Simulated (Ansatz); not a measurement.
# MnBr3 (ReO3 type): equation of state

Aim: the bulk modulus of MnBr3 (ReO3 type) from energies at several volumes around the relaxed one. The start comes from a prototype table, not from a measured structure.

Method: DFT PBEsol, scalar-relativistic, plane waves, PAW, in Ansatz 0.2.0.

## Step 1: The structure to begin with

The structure is cubic, space group Pm-3m (No. 221). Conventional cell: a = 4.992 Å, b = 4.992 Å, c = 4.992 Å, α = 90.00°, β = 90.00°, γ = 90.00°. Mn (site symmetry m-3m) is surrounded by 6 Br at 2.50 Å. Br (site symmetry 4/mmm) is surrounded by 2 Mn at 2.50 Å.

Structure file:

```cif
data_structure
_symmetry_space_group_name_H-M 'Pm-3m'
_symmetry_Int_Tables_number 221
_cell_length_a 4.9923
_cell_length_b 4.9923
_cell_length_c 4.9923
_cell_angle_alpha 90.000
_cell_angle_beta 90.000
_cell_angle_gamma 90.000
_cell_volume 124.42
loop_
_atom_site_label
_atom_site_type_symbol
_atom_site_symmetry_multiplicity
_atom_site_Wyckoff_symbol
_atom_site_fract_x
_atom_site_fract_y
_atom_site_fract_z
_atom_site_occupancy
Mn1 Mn 1 a 0.00000 0.00000 0.00000 1
Br1 Br 3 d 0.50000 0.00000 0.00000 1
```

An earlier run at PBEsol left this cell at 31.106 Å³/atom and 0.00 GPa (6×6×6 mesh).

Volume factors to run: 0.980, 1.020, 0.960, 1.040.

## Step 2: At 0.980 of the relaxed volume

Input file input.yaml:

```yaml
crystal:
  lattice:
    - [4.9587822328, 0.0, 0.0]
    - [0.0, 4.9587822328, 0.0]
    - [0.0, 0.0, 4.9587822328]
  atoms:
    - { symbol: Mn, position: [0.0, 0.0, 0.0], spin: 4.03 }
    - { symbol: Br, position: [0.5, 0.0, 0.0] }
    - { symbol: Br, position: [0.0, 0.0, 0.5] }
    - { symbol: Br, position: [0.0, 0.5, 0.0] }
basis:
  ecutwfc: 420
  ecutrho_ratio: 4
kpoints:
  mp_grid: { grid: [6, 6, 6] }
hamiltonian:
  xc: pbesol
scf:
  occupations: { method: gaussian, width: 0.05 }
output:
  forces: true
  stress: true
  eigenvalues: true
  populations: true
magnetization:
  spin_polarized: true
```

Run with:

```bash
> ansatz run input.yaml --threads 4 --pin off --max-ram 4096MiB --backend cpu --events-out ev --progress --plain --runs-dir out
```

After this run come: Volume × 1.020; Scaling the volume by 0.960; Scaling the volume by 1.040.

**Question.** What will these runs give? Wanted: V0; B0; scatter of the fit.

The runs gave:

| quantity | value |
| --- | --- |
| V0 | 31.090 Å³/atom |
| B0 | 37 GPa |
| scatter of the fit | 0.003 meV/atom |

In words: The fitted minimum lies at 31.09 Å³/atom, and the bulk modulus is 37 GPa, which is soft. One per cent of compression takes about 0.37 GPa. The moment on atom 1 grows from 3.59 to 3.74 μB on expansion. These are values at 0 K without zero-point motion.
